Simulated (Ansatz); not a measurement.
# Cr2O3 (Eskolaite): the cost of one run

Program: Ansatz 0.2.0. Level of theory: DFT PBE, scalar-relativistic, plane waves, PAW. These are calculated values, not measurements.

### 1 The starting structure

It takes space group R-3c (No. 167, trigonal). The conventional cell has a = 4.937 Å, b = 4.937 Å, c = 13.809 Å, α = 90.00°, β = 90.00°, γ = 120.00°. Cr (site symmetry 3) is surrounded by 6 O at 1.97 to 2.02 Å. O (site symmetry 2) has 4 Cr at 1.97 to 2.02 Å as nearest neighbours.

As a file:

```cif
data_structure
_symmetry_space_group_name_H-M 'R-3c:H'
_symmetry_Int_Tables_number 167
_cell_length_a 4.9374
_cell_length_b 4.9374
_cell_length_c 13.8092
_cell_angle_alpha 90.000
_cell_angle_beta 90.000
_cell_angle_gamma 120.000
_cell_volume 291.54
loop_
_atom_site_label
_atom_site_type_symbol
_atom_site_symmetry_multiplicity
_atom_site_Wyckoff_symbol
_atom_site_fract_x
_atom_site_fract_y
_atom_site_fract_z
_atom_site_occupancy
Cr1 Cr 12 c 0.66667 0.33333 0.17860 1
O1 O 18 e 0.64482 0.66667 0.41667 1
```

An earlier run at PBE left this cell at 9.718 Å³/atom and 0.00 GPa (6×6×6 mesh). The large moments point both ways and cancel.

### 2 Field gradients and densities at the nuclei

File input.yaml:

```yaml
crystal:
  lattice:
    - [2.4686938337, 1.4253010494, 4.6030661561]
    - [-2.4686938337, 1.4253010494, 4.6030661561]
    - [0.0, -2.8506020988, 4.6030661561]
  atoms:
    - { symbol: Cr, position: [0.3452628864, 0.3452628864, 0.3452628864], spin: 2.45 }
    - { symbol: Cr, position: [0.1547371144, 0.1547371144, 0.1547371144], spin: -2.45 }
    - { symbol: Cr, position: [0.6547371144, 0.6547371144, 0.6547371144], spin: -2.45 }
    - { symbol: Cr, position: [0.8452628864, 0.8452628864, 0.8452628864], spin: 2.45 }
    - { symbol: O, position: [0.5614866428, 0.9385133541, 0.2500000024] }
    - { symbol: O, position: [0.2500000024, 0.5614866428, 0.9385133541] }
    - { symbol: O, position: [0.9385133541, 0.2500000024, 0.5614866428] }
    - { symbol: O, position: [0.4385133541, 0.0614866428, 0.7500000024] }
    - { symbol: O, position: [0.7500000024, 0.4385133541, 0.0614866428] }
    - { symbol: O, position: [0.0614866428, 0.7500000024, 0.4385133541] }
basis:
  ecutwfc: 420
  ecutrho_ratio: 4
kpoints:
  mp_grid: { grid: [6, 6, 6] }
hamiltonian:
  xc: pbe
scf:
  occupations: { method: gaussian, width: 0.05 }
  lower_state_search: "off"
output:
  forces: true
  stress: true
  eigenvalues: true
  populations: true
  efg:
    contact_densities: true
    quadrupole_moments_barn: { O: -0.02558, Cr: -0.15 }
magnetization:
  spin_polarized: true
checkpoint:
  read: start.run
  write: ck
  compress: false
  write_wavefunctions: false
  write_every: 100000
```

The run starts from a saved state of the same cell, the folder start.run.

Launch:

```console
ansatz run input.yaml --threads 4 --pin off --max-ram 10240MiB --backend cpu --events-out ev --progress --plain --runs-dir out
```

**Question.** How long does this run take on 4 threads of Intel Xeon Platinum 8488C (Sapphire Rapids), shared host, and how much memory does it need?

About 7.1 s, with a peak of 0.72 GiB.
